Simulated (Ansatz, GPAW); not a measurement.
BP: GLLB-SC, run from Python

These are simulated results from GPAW 26.7.0, not measurements. The cell began as a measured structure and was relaxed with r2SCAN in plane waves (Ansatz 0.2.0). All runs are without spin polarisation.

The symmetry is F-43m (No. 216, cubic); conventional cell a = 4.537 Å, 11.67 Å³ an atom. B has 4 P at 1.96 Å; P has 4 B at 1.96 Å.

GLLB-SC is a model potential. Its fundamental gap is the Kohn-Sham gap plus a derivative discontinuity, which the script evaluates at the band edges among the listed k points. Its total energy isn't variational and serves nothing here.

Input script:

```python
import json
from ase import Atoms
from gpaw import GPAW, PW, FermiDirac

atoms = Atoms(['B', 'P'],
              cell=[[-0.0, 2.268316, 2.268316], [2.268316, -0.0, 2.268316], [2.268316, 2.268316, 0.0]],
              scaled_positions=[[-0.0, 0.0, 0.0], [0.25, 0.25, 0.25]],
              pbc=True)
calc = GPAW(mode=PW(400), xc='GLLBSC', kpts={'size': (6, 6, 6), 'gamma': True},
            occupations=FermiDirac(0.02), maxiter=100, legacy_gpaw=True, txt='gpaw.txt')
atoms.calc = calc
res = {'energy': atoms.get_potential_energy(force_consistent=True)}
res['electrons'] = calc.get_number_of_electrons()
res['k'] = calc.get_ibz_k_points().tolist()
res['levels'] = [calc.get_eigenvalues(kpt=i).tolist() for i in range(len(res['k']))]
points = [[0.0, 0.0, 0.0], [-0.5, -0.5, 0.0], [-0.375, -0.375, 0.25], [-0.375, 0.0, 0.375], [0.0, 0.0, 0.5], [-0.5, -0.25, 0.25], [0.0, 0.414062, 0.414062]]
bands = calc.fixed_density(kpts=points, symmetry='off', nbands=round(res['electrons']) // 2 + 6, convergence={'bands': -2}, txt='bands.txt')
res['points'] = [bands.get_eigenvalues(kpt=i).tolist() for i in range(len(points))]
homo, lumo = bands.get_homo_lumo()
potential = calc.hamiltonian.xc.response.calculate_discontinuity_potential(homo, lumo)
res['discontinuity'] = bands.hamiltonian.xc.response.calculate_discontinuity(potential)
json.dump(res, open('results.json', 'w'))
print('free energy (eV):', round(res['energy'], 5))
```

Command: `python run.py`. It took 4.4 s on 1 thread of Arm Neoverse V1, on a shared host, peak memory 0.12 GiB.

The log gpaw.txt, trimmed of paths, versions and times, then the last line on the terminal. An iter line gives the energy in eV and the logarithms of the changes of orbitals (plane waves alone) and density (c: converged):

```
___ ___ ___ _ _ _
 |   |   |_  | | | |

 | | | | | . | | | |

 |__ |  _|___|_____|  26.7.0
 |___|_|

Input parameters:
  kpts: {gamma: True,
         size: (6, 6, 6)}
  maxiter: 100
  mode: {ecut: 400.0,
         name: pw}
  occupations: {fixmagmom: False,
                name: fermi-dirac,
                width: 0.02}
  xc: GLLBSC

System changes: positions, numbers, cell, pbc, initial_charges, initial_magmoms

Initialize ...

species:
  B:
    name:    Boron
    Z:       5.0
    valence: 3
    core:    2
    charge:  0.0  # [|e|]
    compensation charges:
      type: gauss
      rc: 0.20  # [Å]
      lmax: 2
    cutoffs:
      filter: 1.14  # [Å]
      core: 1.38  # [Å]
    projectors
    | kind |    occ | energy [eV] | rcut [Å] |

    |------|--------|-------------|----------|

    |   2s |  2.000 |     -10.319 |    0.635 |

    |   2p |  1.000 |      -4.115 |    0.635 |

    |    s |        |      16.892 |    0.635 |

    |    p |        |      23.096 |    0.635 |

    |    d |        |       0.000 |    0.635 |

    Using partial waves for B as LCAO basis

  P:
    name:    Phosphorus
    Z:       15.0
    valence: 5
    core:    10
    charge:  0.0  # [|e|]
    compensation charges:
      type: gauss
      rc: 0.30  # [Å]
      lmax: 2
    cutoffs:
      filter: 1.69  # [Å]
      core: 1.81  # [Å]
    projectors
    | kind |    occ | energy [eV] | rcut [Å] |

    |------|--------|-------------|----------|

    |   3s |  2.000 |     -16.108 |    0.953 |

    |   3p |  3.000 |      -7.835 |    0.953 |

    |    s |        |      11.103 |    0.953 |

    |    p |        |      19.376 |    0.953 |

    |    d |        |       0.000 |    0.953 |

    Using partial waves for P as LCAO basis

Reference energy: -9952.092158  # eV

Spin-paired calculation

Convergence criteria:
 Maximum [total energy] change in last 3 cyles: 0.0005 eV / valence electron
 Maximum integral of absolute [dens]ity change: 0.0001 electrons / valence electron
 Maximum integral of absolute [eigenst]ate change: 4e-08 eV^2 / valence electron
 Maximum number of scf [iter]ations: 100
 (Square brackets indicate name in SCF output, whereas a 'c' in
 the SCF output indicates the quantity has converged.)

Symmetries present (total): 24

  ( 1  0  0)  ( 1  0  0)  ( 1  0 -1)  ( 1  0 -1)  ( 1 -1  0)  ( 1 -1  0)
  ( 0  1  0)  ( 0  0  1)  ( 0  1 -1)  ( 0  0 -1)  ( 0 -1  1)  ( 0 -1  0)
  ( 0  0  1)  ( 0  1  0)  ( 0  0 -1)  ( 0  1 -1)  ( 0 -1  0)  ( 0 -1  1)

  ( 0  1  0)  ( 0  1  0)  ( 0  1 -1)  ( 0  1 -1)  ( 0  0  1)  ( 0  0  1)
  ( 1  0  0)  ( 0  0  1)  ( 1  0 -1)  ( 0  0 -1)  ( 1  0  0)  ( 0  1  0)
  ( 0  0  1)  ( 1  0  0)  ( 0  0 -1)  ( 1  0 -1)  ( 0  1  0)  ( 1  0  0)

  ( 0  0 -1)  ( 0  0 -1)  ( 0 -1  1)  ( 0 -1  1)  ( 0 -1  0)  ( 0 -1  0)
  ( 1  0 -1)  ( 0  1 -1)  ( 1 -1  0)  ( 0 -1  0)  ( 1 -1  0)  ( 0 -1  1)
  ( 0  1 -1)  ( 1  0 -1)  ( 0 -1  0)  ( 1 -1  0)  ( 0 -1  1)  ( 1 -1  0)

  (-1  1  0)  (-1  1  0)  (-1  0  1)  (-1  0  1)  (-1  0  0)  (-1  0  0)
  (-1  0  1)  (-1  0  0)  (-1  1  0)  (-1  0  0)  (-1  1  0)  (-1  0  1)
  (-1  0  0)  (-1  0  1)  (-1  0  0)  (-1  1  0)  (-1  0  1)  (-1  1  0)

216 k-points: 6 x 6 x 6 Monkhorst-Pack grid + [1/12,1/12,1/12]
16 k-points in the irreducible part of the Brillouin zone
       k-points in crystal coordinates                weights
   0:     0.00000000    0.00000000    0.00000000          1/216
   1:     0.16666667    0.16666667    0.00000000          6/216
   2:     0.16666667    0.16666667    0.16666667          8/216
   3:     0.33333333    0.16666667    0.16666667         12/216
   4:     0.33333333    0.33333333   -0.33333333         12/216
   5:     0.33333333    0.33333333    0.00000000          6/216
   6:     0.33333333    0.33333333    0.16666667         24/216
   7:     0.33333333    0.33333333    0.33333333          8/216
   8:     0.50000000    0.33333333   -0.33333333         24/216
   9:     0.50000000    0.33333333   -0.16666667         12/216
          ...
  15:     0.50000000    0.50000000    0.50000000          4/216

Wave functions: Plane wave expansion
  Cutoff energy: 400.000 eV
  Number of coefficients (min, max): 410, 444
  Pulay-stress correction: 0.000000 eV/Ang^3 (de/decut=0.000000)
  Using FFTW library
  ScaLapack parameters: grid=1x1, blocksize=None
  Wavefunction extrapolation:
    Improved wavefunction reuse through dual PAW basis

Occupation numbers: Fermi-Dirac:
  width: 0.0200  # eV

Eigensolver
   Davidson(niter=2)

Densities:
  Coarse grid: 15*15*15 grid
  Fine grid: 30*30*30 grid
  Total Charge: 0.000000

Density mixing:
  Method: separate
  Backend: msr1
  Linear mixing parameter: 0.05
  old densities: 10
  Width of damping distribution: 1.1
  Damping of long wavelength oscillations: 20

Hamiltonian:
  XC and Coulomb potentials evaluated on a 30*30*30 grid
  Using the GLLBSC Exchange-Correlation functional
  External potential:
    NoExternalPotential

XC parameters: GLLBSC functional being used consists of
  -----------------------------------------------------------------------
  | Weight | Module     | Description                                   |

  -----------------------------------------------------------------------
  |  1.000 | SCREENING  | GGA_X_PBE_SOL with 2 nearest neighbor stencil |

  |  1.000 | RESPONSE   | eps=0.0500 eV                                 |

  |  1.000 | XC         | GGA_C_PBE_SOL with 2 nearest neighbor stencil |

  -----------------------------------------------------------------------

Memory estimate:
  Process memory now: 110.22 MiB
  Calculator: 4.43 MiB
    Density: 1.75 MiB
      Arrays: 0.67 MiB
      Localized functions: 0.56 MiB
      Mixer: 0.51 MiB
    Hamiltonian: 0.45 MiB
      Arrays: 0.44 MiB
      XC: 0.00 MiB
      Poisson: 0.00 MiB
      vbar: 0.01 MiB
    Wavefunctions: 2.23 MiB
      Arrays psit_nG: 0.87 MiB
      Eigensolver: 0.10 MiB
      Projections: 0.05 MiB
      Projectors: 0.98 MiB
      PW-descriptor: 0.24 MiB

Total number of cores used: 1

Number of atoms: 2
Number of atomic orbitals: 8
Number of bands in calculation: 8
Number of valence electrons: 8
Bands to converge: occupied

... initialized

Initializing position-dependent things.

Density initialized from atomic densities
Creating initial wave functions:
  8 bands from LCAO basis set
Positions:
   0 B      0.000000    0.000000    0.000000    ( 0.0000,  0.0000,  0.0000)
   1 P      1.134158    1.134158    1.134158    ( 0.0000,  0.0000,  0.0000)

Unit cell:
           periodic     x           y           z      points  spacing
  1. axis:    yes   -0.000000    2.268316    2.268316    15     0.1746
  2. axis:    yes    2.268316   -0.000000    2.268316    15     0.1746
  3. axis:    yes    2.268316    2.268316    0.000000    15     0.1746

  Lengths:   3.207883   3.207883   3.207883
  Angles:   60.000000  60.000000  60.000000

Effective grid spacing dv^(1/3) = 0.1905

iter:   1   -13.094076
iter:   2   -14.352057   -1.00  -0.78
iter:   3   -14.519870   -2.48  -0.70
iter:   4   -15.317385   -1.79  -0.69
iter:   5   -14.039268   -1.42  -0.61
iter:   6   -13.754781   -1.53  -0.84
iter:   7   -13.755582   -3.16  -1.28
iter:   8   -13.794496   -1.91  -1.29
iter:   9   -13.696331   -2.25  -1.30
iter:  10   -13.695732   -3.34  -2.42
iter:  11   -13.697330c  -4.63  -2.51
iter:  12   -13.696908c  -6.33  -3.07
iter:  13   -13.696691c  -6.12  -3.81
iter:  14   -13.696808c  -7.43c -3.73
iter:  15   -13.696831c  -7.89c -3.89
iter:  16   -13.696864c  -7.72c -4.08c

Converged after 16 iterations.

Energy contributions relative to reference atoms: (reference = -9952.092158)

Kinetic:        +23.469808
Potential:      -20.798066
External:        +0.000000
XC:             -16.372150
Entropy (-ST):   -0.000000
Local:           +0.003544
SIC:             +0.000000
--------------------------
Free energy:    -13.696864
Extrapolated:   -13.696864

GLLBSC response reference energy: 7.83580 eV (from HOMO)

Showing only first 2 kpts
 Kpt  Band  Eigenvalues  Occupancy
  0     2      7.83570    2.00000
  0     3      7.83570    2.00000
  0     4     11.40758    0.00000
  0     5     11.40759    0.00000

  1     2      6.11246    2.00000
  1     3      6.11247    2.00000
  1     4     10.42812    0.00000
  1     5     13.88615    0.00000

Fermi level: 8.21337

Gap: 1.382 eV
Transition (v -> c):
  (s=0, k=0, n=3, [0.00, 0.00, 0.00]) -> (s=0, k=12, n=4, [0.50, 0.50, 0.00])
Direct/indirect transitions are different
Direct gap: 3.572 eV
Transition at: (s=0, k=0, n=3, [0.00, 0.00, 0.00])

free energy (eV): -13.69686
```

The gap in the log is over the mesh alone; results.json adds the listed points. GLLB-SC gives a gap of 1.84 eV (1.315 eV Kohn-Sham over the listed points plus 0.522 eV discontinuity). On the same cell, plane-wave PBE (Ansatz, 10×10×10 k points and the special points) gives a gap of 1.24 eV and r2SCAN a gap of 1.41 eV; on shared hosts these took about 1.7 and 3.2 core-seconds on the 2-atom cell, against 4.4 for the script. Semilocal gaps usually lie below measured ones.
